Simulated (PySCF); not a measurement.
# F3O2Os (Os(O)2(F)3+): the cost of one run

The runs use PySCF 2.14.0; PBE0, Os def2-SVP with ECP60, O def2-SVP, F def2-SVP; scalar-relativistic core potentials, no spin–orbit coupling.

2 further runs of the same task are left out: 1 for a known fault of the program, 1 that didn't finish. Runs told in other sessions of the task aren't counted.

### 1 Starting geometry

6 atoms, charge 1, spin multiplicity 1.

Bond lengths: Os1–O2 1.653 Å, Os1–O3 1.653 Å, Os1–F4 1.819 Å, Os1–F5 1.828 Å, Os1–F6 1.819 Å. Angles: O2–Os1–O3 108.1°, O2–Os1–F4 95.3°, O2–Os1–F5 125.7°, O2–Os1–F6 95.3°, O3–Os1–F4 95.4°, O3–Os1–F5 126.2°, O3–Os1–F6 95.4°, F4–Os1–F5 80.8°, F4–Os1–F6 161.6°, F5–Os1–F6 80.8°.

Coordinates:

```xyz
6
charge 1, multiplicity 1
Os    0.0616    0.0000    0.0487
O     0.2063    0.0000    1.6957
O     1.5825    0.0000   -0.5998
F    -0.1884    1.7953   -0.0984
F    -1.5096    0.0000   -0.8851
F    -0.1884   -1.7953   -0.0984
```

Formal oxidation states: Os +8. An earlier session relaxed this geometry at PBE0, Os def2-SVP with ECP60, O def2-SVP, F def2-SVP (singlet, point group C2v).

Its energy there is -539.444686 Eh.

### 2 Atoms moved at random, σ = 0.06 Å

The input, run.py (the lines that set the calculation):

```python
mol = gto.M(atom='''
Os    -0.02804     0.06281     0.10352
O      0.17845     0.04104     1.64094
O      1.63894    -0.00065    -0.59284
F     -0.20139     1.77898    -0.06173
F     -1.48678    -0.07215    -0.92509
F     -0.13717    -1.81003    -0.10211''',
    basis={'Os': 'def2-SVP', 'O': 'def2-SVP', 'F': 'def2-SVP'},
    ecp={'Os': 'def2-SVP'},
    charge=1, spin=0)
mf = dft.RKS(mol, xc='PBE0')
mf.grids.atom_grid = (50, 194)
mf = mf.density_fit()  # fitting sets: Os def2-universal-JKFIT, O def2-universal-JKFIT, F def2-universal-JKFIT
mf.conv_tol = 1e-08; mf.max_cycle = 55
mf.kernel(dm0)  # dm0: the density of the relaxed state
```

Run with:

```sh
$ OMP_NUM_THREADS=2 python run.py
```

**Question.** How long does this run take on 2 threads of Arm Neoverse V1, shared host?

About 3.7 s.
